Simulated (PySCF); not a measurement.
# FCs2⁺: the SCF solver's settings

The same problem is solved with other solver options, one edit a run.

Computed with PySCF 2.14.0. Level: method and basis as typed in the scripts.

5 further runs of the same task are left out: 5 that didn't finish.

### Step 1. Where the work starts

FCs2⁺: 3 atoms, charge 1, spin multiplicity 1.

Bond lengths: F1–Cs2 2.570 Å, F1–Cs3 2.570 Å. Angles: Cs2–F1–Cs3 180.0°.

### Step 2. The base run

input.py

```python
from pyscf import gto, dft
from pyscf.geomopt.geometric_solver import optimize

mol = gto.M(
    atom='F 0 0 0; Cs 0 0 2.5702; Cs 0 0 -2.5702',
    basis='def2-svp',
    ecp={'Cs': 'def2-svp'},
    charge=1,
    spin=0,
    verbose=4,
)
mf = dft.RKS(mol, xc='pbesol')
mf.kernel()
g = mf.nuc_grad_method()
g.grid_response = True
mol_eq = optimize(g.as_scanner(), maxsteps=30)
print('optimised geometry (angstrom)')
print(mol_eq.tostring('raw'))
print('orbital energies (hartree):', mf.mo_energy[..., max(0, mol.nelec[1]-3):mol.nelec[0]+3].round(4))
```

Command:

```
$ OMP_NUM_THREADS=1 python input.py
```

Its log is not repeated here.

It gives: at the starting geometry E(SCF) = -139.551237 Eh, 9 cycles; the optimisation lowers the energy by 0.003 eV.

### Step 3. Smearing width 0.2 hartree

Run 1 changes smearing width: none → 0.2 hartree; step after the SCF: optimize → none.

input.py

```python
from pyscf import gto, dft, scf

mol = gto.M(
    atom='F 0 0 0; Cs 0 0 2.5702; Cs 0 0 -2.5702',
    basis='def2-svp',
    ecp={'Cs': 'def2-svp'},
    charge=1,
    spin=0,
    verbose=4,
)
mf = dft.RKS(mol, xc='pbesol')
mf = scf.addons.smearing_(mf, sigma=0.2, method='fermi')
mf.kernel()
mf.dip_moment()
print('orbital energies (hartree):', mf.mo_energy[..., max(0, mol.nelec[1]-3):mol.nelec[0]+3].round(4))
```

Command:

```
$ OMP_NUM_THREADS=1 python input.py
```

### Step 4. Initial guess mod_huckel

Run 2 changes initial guess: minao → mod_huckel.

input.py: that of step 2 with these lines changed.

```diff
@@ -12,2 +12,3 @@
 mf = dft.RKS(mol, xc='pbesol')
+mf.init_guess = 'mod_huckel'
 mf.kernel()
```

**Question.** What will these runs give? Wanted: for each run, E(SCF); from base; gap; after the SCF.

**Answer**, as computed:

| run | E(SCF) (hartree) | from base (eV) | cycles | gap (eV) | after the SCF |
| --- | --- | --- | --- | --- | --- |
| base | -139.551237 | 0 | 9 | 4.97 | -0.003 eV |
| smearing width 0.2 hartree (poor choice) | -136.723274 | not comparable | 15 | n/a | n/a |
| initial guess mod_huckel | -139.551237 | 0.0000 | 10 | 4.97 | -0.003 eV |

SCF columns refer to the geometry typed in the script.

Distance from each run's final energy (log10 hartree) by cycle:

| run | cycle 1 | cycle 2 | cycle 3 | cycle 5 | cycle 8 | cycle 12 |
| --- | --- | --- | --- | --- | --- | --- |
| base | -0.8 | 0.9 | -2.1 | -4.2 | -10.3 | done |
| smearing width 0.2 hartree (poor choice) | 0.1 | 0.0 | -0.6 | -1.7 | -4.3 | -7.7 |
| initial guess mod_huckel | 1.0 | 1.4 | 0.2 | -1.7 | -7.0 | done |

In words: With initial guess mod_huckel the SCF ends at the base energy. Rows marked «poor choice» come from settings spoiled on purpose.
